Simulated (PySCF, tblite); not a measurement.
# C₇H₁₆Si₂: geometry, infrared bands and NMR shifts

What infrared bands and NMR shifts should C₇H₁₆Si₂ (`C[SiH](C)CCC#CC[SiH3]`) show?

Programs: tblite 0.8.0 and PySCF 2.14.0, with density-fitted response routines of our own. Each step states its level of theory. These are calculated values for one molecule in the gas phase, unless marked as measured. Atoms count from 0, in the outputs and in this text.

## Step 1: The starting structure

25 atoms, charge 0, multiplicity 1; geometry from: force field or distance geometry start.

Bonds of the start (Å): C0–Si1 1.86, Si1–C2 1.88, Si1–C3 1.89, C3–C4 1.52, C4–C5 1.46, C5–C6 1.20, C6–C7 1.48, C7–Si8 1.86, C0–H9 1.10, C0–H10 1.09, C0–H11 1.10, Si1–H12 1.47, C2–H13 1.09, C2–H14 1.08, C2–H15 1.08, C3–H16 1.11, C3–H17 1.09, C4–H18 1.10, C4–H19 1.09, C7–H20 1.09, C7–H21 1.09, Si8–H22 1.48, Si8–H23 1.48, Si8–H24 1.48.

## Step 2: Optimising the geometry with GFN2-xTB

Job settings and geometry (Å):

```
{"job": {"kind": "relax", "xc": "GFN2-xTB", "basis": "xTB"}, "charge": 0, "multiplicity": 1}
C     -2.914700     1.754200     1.350000
Si    -1.434800     1.606100     0.234100
C      0.106500     1.309200     1.264600
C     -1.721900     0.230700    -1.025400
C     -0.687700     0.082000    -2.127700
C      0.538100    -0.584600    -1.681800
C      1.547000    -1.128000    -1.311500
C      2.786700    -1.792200    -0.857500
Si     2.752400    -2.367800     0.914100
H     -2.798700     2.574700     2.069500
H     -3.089600     0.833400     1.915500
H     -3.827600     1.955600     0.765000
H     -1.281200     2.879000    -0.490300
H      0.200600     2.076300     2.035500
H      0.059200     0.345300     1.756100
H      0.996700     1.352000     0.656400
H     -1.831600    -0.722800    -0.475500
H     -2.693200     0.430100    -1.481800
H     -0.445400     1.062700    -2.566700
H     -1.118900    -0.519800    -2.932900
H      2.970200    -2.655300    -1.502400
H      3.624400    -1.109800    -0.997300
H      1.664100    -3.342700     1.156800
H      2.552100    -1.226300     1.841900
H      4.036400    -3.017900     1.262600
```

On the command line:

```bash
$ OMP_NUM_THREADS=1 python probes_run.py task.json out
```

The driver reads the jobs from task.json and runs them one after another.

**Question.** This job is followed by: GFN2-xTB harmonic vibrations, gas phase; GIAO PBE0/pcSseg-1 NMR shielding, non-relativistic, gas phase. Predict these results of the whole session: strongest single infrared mode (GFN2-xTB); zero-point energy (GFN2-xTB); 13C shifts against TMS (PBE0/pcSseg-1, means over atoms taken as alike); 1H shifts against TMS (PBE0/pcSseg-1, means over atoms taken as alike); 29Si shifts against TMS (PBE0/pcSseg-1); surface potential, 1st and 99th percentile.

As calculated:

```
                                                               quantity                                   value
                              strongest single infrared mode (GFN2-xTB)                   2244 cm⁻¹, 401 km/mol
                                           zero-point energy (GFN2-xTB)                          124.0 kcal/mol
13C shifts against TMS (PBE0/pcSseg-1, means over atoms taken as alike)  88.8, 84.7, 18.0, 17.8, -0.2, -0.5 ppm
 1H shifts against TMS (PBE0/pcSseg-1, means over atoms taken as alike)  4.36, 3.97, 2.53, 1.82, 0.78, 0.22 ppm
                                29Si shifts against TMS (PBE0/pcSseg-1)                        -12.1, -70.8 ppm
                                  surface potential, 1st and 99th percentile                      -0.86 V and 0.91 V
```

What this shows: Over 75 steps the energy fell by 0.145 eV; of the close pairs, C7–Si8 changed most, 1.863 to 1.911 Å. The lowest mode is slightly imaginary (20i cm⁻¹), a soft motion within the noise of the Hessian, so the minimum is not strictly shown. The strongest single mode, at 2244 cm⁻¹, moves mainly H24. GFN2-xTB is a fitted tight-binding method: band positions and strengths are rough. Its intensities can rank the bands wrongly. At PBE0/pcSseg-1: The widest tensor belongs to C5: span 260 ppm, with a paramagnetic part of -171 ppm.
